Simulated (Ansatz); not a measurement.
# Relaxation of Sn4As3

Program: Ansatz 0.2.0. Level of theory: DFT, r2SCAN, no spin polarisation, plane waves, PAW. These are calculated values, not measurements.

### Step 1. The cell

It takes space group R-3m (No. 166, trigonal). Conventional cell: a = 4.073 Å, b = 4.073 Å, c = 35.907 Å, α = 90.00°, β = 90.00°, γ = 120.00°. As (site symmetry -3m) is surrounded by 6 Sn at 2.91 Å. Sn (site symmetry 3m) has 3 Sn at 2.91 Å and 3 As at 2.91 Å as nearest neighbours. Around Sn (site symmetry 3m) lie 6 As at 2.91 Å. Around As (site symmetry 3m) lie 6 Sn at 2.91 Å.

Its coordinates follow in the input file.

The first density is read from a saved solution for the starting cell.

### Step 2. The relaxation

input.yaml reads:

```yaml
crystal:
  lattice:
    - [12.19779909, 0.0, 0.0]
    - [11.51791392, 4.01546958, 0.0]
    - [11.51791392, 1.95018173, 3.5101037]
  atoms:
    - { symbol: As, position: [0.0, 0.0, 0.0] }
    - { symbol: Sn, position: [0.1429, 0.1429, 0.1429] }
    - { symbol: Sn, position: [0.8571, 0.8571, 0.8571] }
    - { symbol: Sn, position: [0.2857, 0.2857, 0.2857] }
    - { symbol: Sn, position: [0.7143, 0.7143, 0.7143] }
    - { symbol: As, position: [0.4286, 0.4286, 0.4286] }
    - { symbol: As, position: [0.5714, 0.5714, 0.5714] }
  symmetry: { tolerance: 0.0003 }
kpoints:
  mp_grid: { grid: [6, 6, 6], shift: [0, 0, 0] }
magnetization:
  spin_polarized: false
scf:
  occupations: { method: gaussian, width: 0.0188 }
  lower_state_search: "off"
hamiltonian:
  pseudopotentials: { kind: paw }
  xc: r2scan
basis:
  ecutwfc: 500
  fft_grid_basis: typed
relax:
  max_steps: 60
output:
  forces: true
  stress: true
  eigenvalues: true
  bader: true
  populations: true
  elf: true
  write_potential: true
  volumetric_format: npy
  dos:
    e_range: [-12, 8]
    de: 0.05
    projected: { site_lists: { As: [As], Sn: [Sn] } }
checkpoint:
  read: saved_state
```

Command:

```console
> ansatz run input.yaml --threads 2 --pin off --max-ram 3584MiB --backend cpu --events-out ev --progress --plain --runs-dir out
```

What time and memory should one allow on 2 threads of Arm Neoverse V1, shared host?

About 7 min, with a peak of 3 GiB.
